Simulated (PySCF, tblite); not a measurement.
**C3H12BBrSi2: geometry, infrared bands and NMR shifts**

Wanted: the infrared bands and NMR shifts of C3H12BBrSi2 (`C[SiH2]BCC[SiH2]Br`), by calculation.

Computed with tblite 0.8.0 and PySCF 2.14.0, with density-fitted response routines of our own, on a single molecule in the gas phase. Atoms are numbered from 0 throughout.

### Step 1. Starting geometry

19 atoms, charge 0, multiplicity 1; geometry from: force field or distance geometry start.

Bonds of the start (Å): C0–Si1 1.88, Si1–B2 1.92, B2–C3 1.57, C3–C4 1.51, C4–Si5 1.89, Si5–Br6 2.26, C0–H7 1.11, C0–H8 1.09, C0–H9 1.11, Si1–H10 1.48, Si1–H11 1.46, B2–H12 1.17, C3–H13 1.12, C3–H14 1.11, C4–H15 1.13, C4–H16 1.10, Si5–H17 1.48, Si5–H18 1.46.

### Step 2. Optimising the geometry with GFN2-xTB

What the job is given:

```
{"job": {"kind": "relax", "xc": "GFN2-xTB", "basis": "xTB"}, "charge": 0, "multiplicity": 1}
C      3.516500     0.035400     0.218900
Si     1.789400     0.782800     0.128100
B      0.669600    -0.127500    -1.131100
C     -0.797800    -0.579500    -0.817000
C     -1.516700     0.242000     0.226800
Si    -3.225200    -0.544300     0.396800
Br    -4.603000     0.637200    -0.953800
H      3.929300     0.083000    -0.806800
H      3.519800    -0.994400     0.572100
H      4.102200     0.684400     0.895400
H      1.983800     2.154700    -0.396300
H      1.122200     0.857300     1.428300
H      1.009300    -0.172200    -2.252200
H     -1.367200    -0.507000    -1.773700
H     -0.764400    -1.622000    -0.439500
H     -1.636300     1.312700    -0.110200
H     -0.963200     0.277200     1.175500
H     -3.109800    -1.919900    -0.139100
H     -3.668300    -0.590600     1.785300
```

Launch:

```bash
$ OMP_NUM_THREADS=1 python probes_run.py task.json out
```

This one command runs all jobs of the session in turn.

**Question.** This job is followed by: GFN2-xTB harmonic vibrations, gas phase; GIAO PBE0/pcSseg-1 NMR shielding, non-relativistic, gas phase. Predict these results of the whole session: strongest single infrared mode (GFN2-xTB); zero-point energy (GFN2-xTB); 13C shifts against TMS (PBE0/pcSseg-1); 1H shifts against TMS (PBE0/pcSseg-1, means over atoms taken as alike); 29Si shifts against TMS (PBE0/pcSseg-1); 11B shifts against BF3·OEt2 (PBE0/pcSseg-1); 79Br shifts against HBr (PBE0/pcSseg-1).

**Answer**, as computed:

| quantity | value |
| --- | --- |
| strongest single infrared mode (GFN2-xTB) | 697 cm⁻¹, 448 km/mol |
| zero-point energy (GFN2-xTB) | 86.1 kcal/mol |
| 13C shifts against TMS (PBE0/pcSseg-1) | 35.2, 19.0, -10.3 ppm |
| 1H shifts against TMS (PBE0/pcSseg-1, means over atoms taken as alike) | 10.17, 5.31, 4.14, 2.17, 1.43, 0.21 ppm |
| 29Si shifts against TMS (PBE0/pcSseg-1) | -8.2, -86.6 ppm |
| 11B shifts against BF3·OEt2 (PBE0/pcSseg-1) | 116.6 ppm |
| 79Br shifts against HBr (PBE0/pcSseg-1) | -204 ppm |

**Reading.** Relaxing lowered the energy by 0.482 eV in 115 steps; the close pair that moved most is Si1–B2, from 1.915 to 1.965 Å. The lowest mode is slightly imaginary (20i cm⁻¹), a soft motion within the noise of the Hessian, so the minimum is not strictly shown. The strongest single mode, at 697 cm⁻¹, has its largest shares on H11, H18 and H17 (the list is cut at 3 atoms). GFN2-xTB is a fitted tight-binding method: band positions and strengths are rough. Its intensities can rank the bands wrongly. At PBE0/pcSseg-1: Shielding is most anisotropic at B2 (span 251 ppm, paramagnetic term -213 ppm). Spin-orbit coupling is left out, which matters for shieldings and couplings at and beside the heavy atoms.
